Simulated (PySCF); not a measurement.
**One shape, several levels: GeNH2F (SMILES [NH2][Ge][F])**

Aim: a comparison of 6 runs (HF/STO-3G, HF/3-21G, HF/def2-SVP, B3LYP/3-21G, B3LYP/6-31G*, B2PLYP/def2-SVP) of GeNH2F. 

The calculation is run with PySCF 2.14.0.

### Step 1. The molecule

GeNH2F: 5 atoms, total charge 0, spin state singlet. SMILES: `[NH2][Ge][F]`. Geometry: relaxed at PBE0-D4/def2-TZVP. This is one conformer, not always the lowest.

Bond lengths: N1–Ge2 1.811 Å, Ge2–F3 1.768 Å, N1–H4 1.008 Å, N1–H5 1.010 Å. Angles: N1–Ge2–F3 94.5°, Ge2–N1–H4 124.0°, Ge2–N1–H5 122.7°, H4–N1–H5 113.3°.

### Step 2. Energy and gradient at HF/STO-3G (run 1)

Input file calc.py:

```python
# [NH2][Ge][F]
from pyscf import gto

mol = gto.M(
    atom=[
    ('N', (-0.477700, 0.347600, -0.204700)),
    ('Ge', (0.434100, -0.305200, 1.217200)),
    ('F', (1.598300, -1.203900, 0.235500)),
    ('H', (-1.280100, 0.952600, -0.130600)),
    ('H', (-0.224500, 0.135300, -1.158700)),
],
    verbose=3,
    basis='sto-3g',
    max_memory=1860,
    charge=0,
    spin=0,
)

calc0 = mol.RHF()
calc0.conv_tol = 1e-10
calc0.kernel()
if not calc0.converged:
    calc0 = calc0.newton().run(calc0.mo_coeff, calc0.mo_occ)

e_tot = calc0.e_tot
print(f'total energy: {e_tot:.8f} hartree')
grad = calc0.nuc_grad_method().kernel()
dip = calc0.dip_moment()
pop, q = calc0.mulliken_pop()
```

Command:

```bash
$ OMP_NUM_THREADS=1 python calc.py
```

Output:

```text
converged SCF energy = -2204.69661054793
total energy: -2204.69661055 hartree
--------------- RHF gradients ---------------
         x                y                z
0 N    -0.0470701517     0.0339760127    -0.0614479320
1 Ge    -0.0016131986     0.0028978281     0.0718565569
2 F     0.0382053727    -0.0293492753    -0.0257364285
3 H     0.0073787478    -0.0054714962     0.0036535745
4 H     0.0030992298    -0.0020530693     0.0116742291
----------------------------------------------
Dipole moment(X, Y, Z, Debye): -1.05600,  0.78835, -0.27079
 ** Mulliken pop  **
pop of  0 N 1s            1.99522
pop of  0 N 2s            1.52832
pop of  0 N 2px           1.37089
pop of  0 N 2py           1.55795
pop of  0 N 2pz           1.15598
pop of  1 Ge 1s           1.99999
pop of  1 Ge 2s           1.99958
pop of  1 Ge 3s           1.99901
pop of  1 Ge 4s           1.72055
pop of  1 Ge 2px          1.99952
pop of  1 Ge 2py          1.99951
pop of  1 Ge 2pz          1.99964
pop of  1 Ge 3px          1.97661
pop of  1 Ge 3py          1.97583
pop of  1 Ge 3pz          1.98390
pop of  1 Ge 4px          0.44060
pop of  1 Ge 4py          0.39132
pop of  1 Ge 4pz          0.92277
pop of  1 Ge 3dxy         1.99324
pop of  1 Ge 3dyz         1.99109
pop of  1 Ge 3dz^2        1.99484
pop of  1 Ge 3dxz         1.98420
pop of  1 Ge 3dx2-y2      1.99933
pop of  2 F 1s            1.99933
pop of  2 F 2s            1.96249
pop of  2 F 2px           1.74299
pop of  2 F 2py           1.80363
pop of  2 F 2pz           1.82133
pop of  3 H 1s            0.84452
pop of  4 H 1s            0.84581
 ** Mulliken atomic charges  **
charge of    0N =     -0.60837
charge of    1Ge =      0.62846
charge of    2F =     -0.32977
charge of    3H =      0.15548
charge of    4H =      0.15419
```

It took 2.6 s on 1 thread of Intel Xeon at 2.70GHz, shared host; peak memory 0.12 GiB.

### Step 3. Energy and forces at HF/3-21G (run 2)

Input file start.xyz:

```xyz
5

N     -0.477700     0.347600    -0.204700
Ge     0.434100    -0.305200     1.217200
F      1.598300    -1.203900     0.235500
H     -1.280100     0.952600    -0.130600
H     -0.224500     0.135300    -1.158700
```

Input file input.py:

```python
from pyscf import gto

mol = gto.M(
    atom='start.xyz',
    basis='3-21g',
    verbose=3,
    charge=0,
    max_memory=1860,
    spin=0,
)

mf = mol.RHF()
mf.conv_tol = 1e-10
mf.kernel()
if not mf.converged:
    mf = mf.newton().run(mf.mo_coeff, mf.mo_occ)

e_tot = mf.e_tot
print(f'total energy: {e_tot:.8f} hartree')
grad = mf.nuc_grad_method().kernel()
mf.analyze()
```

Command:

```bash
$ OMP_NUM_THREADS=1 python input.py
```

Output:

```text
converged SCF energy = -2219.62980386833
[... 13 lines left out ...]
MO #4   energy= -45.9529165375268  occ= 2
[... 7 lines left out ...]
MO #12  energy= -1.57737150904135  occ= 2
[... 7 lines left out ...]
MO #20  energy= -0.655528685674242 occ= 2
[... 7 lines left out ...]
MO #28  energy= 0.228342054384256  occ= 0
[... 7 lines left out ...]
MO #36  energy= 1.2457896994691    occ= 0
[... 7 lines left out ...]
MO #44  energy= 3.71544933776452   occ= 0
[... 6 lines left out ...]
Dipole moment(X, Y, Z, Debye): -2.16101,  1.62327, -0.11819
```

Wall time 2.4 s (1 thread of Intel Xeon at 2.70GHz, shared host); peak memory 0.12 GiB.

Runs 3 to 5 aren't shown in full; the table further down has their settings and results.

### Step 4. A single-point energy at B2PLYP/def2-SVP (run 6)

start.xyz, as its differences from that of step 3:

```diff
@@ -1,3 +1,3 @@
 5
-
+FGeH2N
 N     -0.477700     0.347600    -0.204700
```

Input file job.py:

```python
from pyscf import gto, dft, mp

mol = gto.M(
    atom='start.xyz',
    verbose=4,
    spin=0,
    max_memory=1860,
    basis='def2-svp',
    charge=0,
)

myscf = dft.RKS(mol)
myscf.xc = '0.53*HF + 0.47*B88, 0.73*LYP'
myscf.grids.level = 5
myscf.conv_tol = 1e-10
myscf.kernel()
if not myscf.converged:
    myscf = myscf.newton().run(myscf.mo_coeff, myscf.mo_occ)

pt = mp.MP2(myscf, frozen=11).run()
e_tot = myscf.e_tot + 0.27 * pt.e_corr
print('PT2 part  %.8f' % (0.27 * pt.e_corr))
print('E = %.10f Eh' % e_tot)
myscf.analyze()
```

Command:

```bash
$ OMP_NUM_THREADS=1 python job.py
```

Output:

```text
PySCF version 2.14.0

[... 92 lines left out ...]
DFT Exchange-Correlation Energy =      -96.584590812448425
[... 15 lines left out ...]
MO #14  energy= -1.40045000917955  occ= 2
[... 13 lines left out ...]
MO #28  energy= 0.105992060080371  occ= 0
[... 13 lines left out ...]
MO #42  energy= 0.890869353929139  occ= 0
[... 13 lines left out ...]
MO #56  energy= 2.4912908494699    occ= 0
[... 13 lines left out ...]
MO #70  energy= 3.6209363392336    occ= 0
[... 78 lines left out ...]
Dipole moment(X, Y, Z, Debye): -2.13930,  1.60666, -0.12582
```

It took 17 s on 1 thread of Intel Xeon at 2.70GHz, shared host; peak memory 0.36 GiB.

### Step 5. All runs side by side

```
run                               level  integration grid      task   energy (Eh)  dipole moment (D)  HOMO energy (eV)  LUMO energy (eV)  wall time
  1                           HF/STO-3G                 –  gradient  -2204.696611               1.35             -6.70              6.03      2.6 s
  2                            HF/3-21G                 –  gradient  -2219.629804               2.71             -9.86              1.90      2.4 s
  3                         HF/def2-SVP                 –  gradient  -2230.082895               2.75            -10.26              1.69      6.3 s
  4                         B3LYP/3-21G                 5  gradient  -2222.004515               2.58             -6.83             -1.08       14 s
  5  B3LYP/6-31G* (spherical functions)                 5  gradient  -2232.605636               2.56             -7.33             -1.46       22 s
  6                     B2PLYP/def2-SVP                 5    energy  -2231.968551               2.68             -8.59             -0.18       17 s
```

### Step 6. Outcome

```
                                  quantity           value
                       run 6: total energy  -2231.96855 Eh
           run 6: dipole moment (SCF part)          2.68 D
  run 6: HOMO energy (SCF part's orbitals)        -8.59 eV
  run 6: LUMO energy (SCF part's orbitals)        -0.18 eV
run 6: HOMO–LUMO gap (SCF part's orbitals)         8.41 eV
```

What this shows: The dipole moment (its size) runs from 1.35 D (HF/STO-3G) to 2.75 D (HF/def2-SVP). The HOMO–LUMO gap runs from 5.76 eV (B3LYP/3-21G) to 12.73 eV (HF/STO-3G). The two ends differ in method and basis. Totals of different functionals can't be ranked against each other. In run 1 the basis is minimal, so the values are rough. All runs together took 65 s, the longest 22 s.
